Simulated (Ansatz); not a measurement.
# ClGaH3N (SMILES [NH2][GaH][Cl]): single points off equilibrium

Aim: energy, forces and dipole at a structure displaced at random from a GFN2-xTB minimum, from CCSD(T) and from density functionals.

Program: Ansatz 0.2.0, Gaussian basis. Level of theory: single points in def2-TZVPP. These are calculated values, not measurements.

Cores are frozen in the correlated methods. Filled d shells of the heavier atoms are correlated.

### Step 1. The system as given

6 atoms, charge 0, spin multiplicity 1.

Atoms are counted from 1 here; the program's logs count them from 0.

Bond lengths: N1–Ga2 1.858 Å, N1–H4 1.054 Å, N1–H5 1.039 Å, Ga2–Cl3 2.143 Å, Ga2–H6 1.600 Å. Angles: Ga2–N1–H4 125.2°, Ga2–N1–H5 124.8°, H4–N1–H5 109.8°, N1–Ga2–Cl3 117.6°, N1–Ga2–H6 118.6°, Cl3–Ga2–H6 123.8°.

Geometry (Å):

```mol
ClGaH3N
  3D, bonds by distance, orders not assigned

  6  5  0  0  0  0  0  0  0  0999 V2000
   -0.1801    0.6450    0.7719 N   0  0
   -0.0004   -0.5271   -0.6589 Ga  0  0
    1.9440   -1.3497   -1.0285 Cl  0  0
    0.6091    0.9800    1.3855 H   0  0
   -1.0579    1.1394    1.0266 H   0  0
   -1.2970   -0.8828   -1.5264 H   0  0
  1  2  8  0
  1  4  8  0
  1  5  8  0
  2  3  8  0
  2  6  8  0
M  END
```

### Step 2. CCSD(T)/def2-TZVPP

File run/in.yaml:

```yaml
crystal:
  periodic: [false, false, false]
  atoms:
    - {symbol: N, position_ang: [-0.180100, 0.645000, 0.771900]}
    - {symbol: Ga, position_ang: [-0.000400, -0.527100, -0.658900]}
    - {symbol: Cl, position_ang: [1.944000, -1.349700, -1.028500]}
    - {symbol: H, position_ang: [0.609100, 0.980000, 1.385500]}
    - {symbol: H, position_ang: [-1.057900, 1.139400, 1.026600]}
    - {symbol: H, position_ang: [-1.297000, -0.882800, -1.526400]}
basis:
  gaussian: {orbitals: def2-TZVPP}
correlation: {method: ccsd_t}
output: {forces: true}
```

No record of the launch command was kept for these runs.

### Step 3. PBE0-D4/def2-TZVPP

run/in.yaml, as its differences from that of step 2:

```diff
@@ -11,3 +11,3 @@
   gaussian: {orbitals: def2-TZVPP}
-correlation: {method: ccsd_t}
-output: {forces: true}
+hamiltonian: {xc: pbe0, dispersion: d4}
+output: {forces: true, orbitals: {seedname: orbitals}}
```

### Step 4. wB97M-V/def2-TZVPP

run/in.yaml, as its differences from that of step 3:

```diff
@@ -11,3 +11,3 @@
   gaussian: {orbitals: def2-TZVPP}
-hamiltonian: {xc: pbe0, dispersion: d4}
-output: {forces: true, orbitals: {seedname: orbitals}}
+hamiltonian: {xc: {name: wB97M-V}}
+output: {forces: true}
```

### Step 5. r2SCAN-D4/def2-TZVPP

run/in.yaml, as its differences from that of step 4:

```diff
@@ -11,3 +11,3 @@
   gaussian: {orbitals: def2-TZVPP}
-hamiltonian: {xc: {name: wB97M-V}}
+hamiltonian: {xc: r2scan, dispersion: d4}
 output: {forces: true}
```

### Step 6. PBE-D4/def2-TZVPP

run/in.yaml, as its differences from that of step 5:

```diff
@@ -11,3 +11,3 @@
   gaussian: {orbitals: def2-TZVPP}
-hamiltonian: {xc: r2scan, dispersion: d4}
+hamiltonian: {xc: pbe, dispersion: d4}
 output: {forces: true}
```

### Step 7. SPW92/def2-TZVPP

run/in.yaml, as its differences from that of step 6:

```diff
@@ -11,3 +11,3 @@
   gaussian: {orbitals: def2-TZVPP}
-hamiltonian: {xc: pbe, dispersion: d4}
+hamiltonian: {xc: lda}
 output: {forces: true}
```

### Step 8. BLYP-D4/def2-TZVPP

run/in.yaml, as its differences from that of step 7:

```diff
@@ -11,3 +11,3 @@
   gaussian: {orbitals: def2-TZVPP}
-hamiltonian: {xc: lda}
+hamiltonian: {xc: {name: BLYP}, dispersion: d4}
 output: {forces: true}
```

(Steps that only read results are left out.)

What does the calculation give? Wanted: energy less free atoms, CCSD(T)/def2-TZVPP; RMS force component; RMS force error; HOMO and LUMO, PBE0-D4; T1 diagnostic.

The runs gave:

```
                                  quantity                                                                                         value
energy less free atoms, CCSD(T)/def2-TZVPP                                                                               -406.4 kcal/mol
                       RMS force component                                                          0.561 to 0.722 eV/Å over the methods
                           RMS force error  PBE0-D4 0.041, wB97M-V 0.032, r2SCAN-D4 0.031, PBE-D4 0.135, SPW92 0.253, BLYP-D4 0.195 eV/Å
                    HOMO and LUMO, PBE0-D4                                                                            -7.51 and -0.79 eV
                             T1 diagnostic                                                                                         0.013
```

Against CCSD(T) the functionals' energies less atoms differ by -70.1 to -5.6 kcal/mol, PBE-D4 by -14.0 kcal/mol. CCSD(T) in triple zeta still lacks some correlation energy of the bonds, so part of these gaps is its own basis error and they don't rank the functionals. The forces of r2SCAN-D4 come nearest to CCSD(T), those of SPW92 are farthest. Frozen-core CCSD(T) forces in triple zeta carry basis errors of their own, and this is one geometry, so small gaps rank nothing.
